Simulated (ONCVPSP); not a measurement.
# An ONCV potential for oxygen, from input to tests

Task: generate the file, and judge it by its errors in other configurations, its logarithmic derivatives, its ghosts and its cutoff.

The numbers are computed with ONCVPSP 4.0.1 (LDA (Perdew-Wang 92), scalar-relativistic, spin-unpolarised reference atom).

15 further runs of the same task are left out: 15 set aside as unsound or not needed.

### 1 Settings

Typed settings, in words:

```json
{
 "element": "oxygen (O, Z = 8)",
 "type": "optimised norm-conserving Vanderbilt (ONCV)",
 "frozen core": "[He]",
 "valence charge": "6",
 "reference configuration": "2s1.5 2p4.5",
 "partial waves": "2s: rc 0.75 bohr, ncon 5, nbas 9, qcut 6.9 1/bohr, 2 projectors, debl 2.6 Ha; 2p: rc 2.00 bohr, ncon 3, nbas 7, qcut 7.5 1/bohr, 2 projectors, debl 3.5 Ha; d scattering state at 0.33 Ha: rc 1.90 bohr, ncon 3, nbas 7, qcut 4.8 1/bohr, 3 projectors, debl 1.6 Ha",
 "local potential": "polynomial inside 0.70 bohr (lpopt 5, dvloc0 -1 Ha)",
 "core correction": "polynomial model core, fcfact 0.25"
}
```

An earlier all-electron run gives the scale for the radii.

All-electron outer shells of the reference configuration (LDA (PZ), scalar-relativistic, ld1.x):

```tsv
shell	level (eV)	outermost node (bohr)	outermost maximum (bohr)
1s	-511.20	–	0.13
2s	-23.99	0.28	0.88
2p	-9.40	–	0.82
```

### 2 Generating the potential

File O.dat:

```
# ATOM AND REFERENCE CONFIGURATION
# atsym  z   nc   nv     iexc    psfile
  O 8.00    1    2  -001012      upf
#
#   n    l    f
    1    0    2.00
    2    0    1.50
    2    1    4.50
#
# PSEUDOPOTENTIAL AND OPTIMIZATION
# lmax
    2
#
#   l,   rc,      ep,       ncon, nbas, qcut
    0    0.75    0.00    5    9    6.90
    1    2.00    0.00    3    7    7.50
    2    1.90    0.33    3    7    4.80
#
# LOCAL POTENTIAL
# lloc, lpopt,  rc(5),   dvloc0
    4    5    0.70   -1.00
#
# VANDERBILT-KLEINMAN-BYLANDER PROJECTORs
# l, nproj, debl
    0    2    2.60
    1    2    3.50
    2    3    1.60
#
# MODEL CORE CHARGE
# icmod, fcfact, rcfact
    1    0.25    0.00
#
# LOG DERIVATIVE ANALYSIS
# epsh1, epsh2, depsh
   -2.00    5.00    0.02
#
# OUTPUT GRID
# rlmax, drl
    6.00    0.01
#
# TEST CONFIGURATIONS
# ncnf
    4
# nvcnf
#   n    l    f
    2
    2    0    2.00
    2    1    4.00
#
    2
    2    0    2.00
    2    1    3.00
#
    2
    2    0    2.00
    2    1    2.00
#
    2
    2    0    2.00
    2    1    3.50
#
```

Run with:

```sh
$ oncvpsp.x < O.dat > O.out
```

Q: Predict the outcome of this session. Wanted: cutoffs for 1 and 0.1 mHa per electron, occupied waves; bound ghosts; GHOST(+) flags; largest test error; largest phase difference near zero energy, channels read; rms error of d²Exc/dn², without and with the model core.

As calculated:

| quantity | value |
| --- | --- |
| cutoffs for 1 and 0.1 mHa per electron, occupied waves | 137 Ha and 333 Ha |
| bound ghosts | none found |
| GHOST(+) flags | none at low energy (1 near or above the test basis's cutoff) |
| largest test error (AE − PS) | +1007 meV, for 2s2 2p2 |
| largest phase difference near zero energy, channels read | 0.002 rad |
| rms error of d²Exc/dn², without and with the model core | 2.01 and 0.93 mHa |

By total energies transferability is poor: the largest error is 1007 meV on 43.0 eV, for 2s2 2p2. The potential is very hard: the looser tolerance needs 137 Ha. At the looser tolerance the 2s wave is the slowest; 2p needs 18 Ha. No bound ghost shows below the valence levels. Near zero energy the phases of the channels with partial waves agree within 0.002 rad. All of this concerns the isolated atom, not yet a solid.
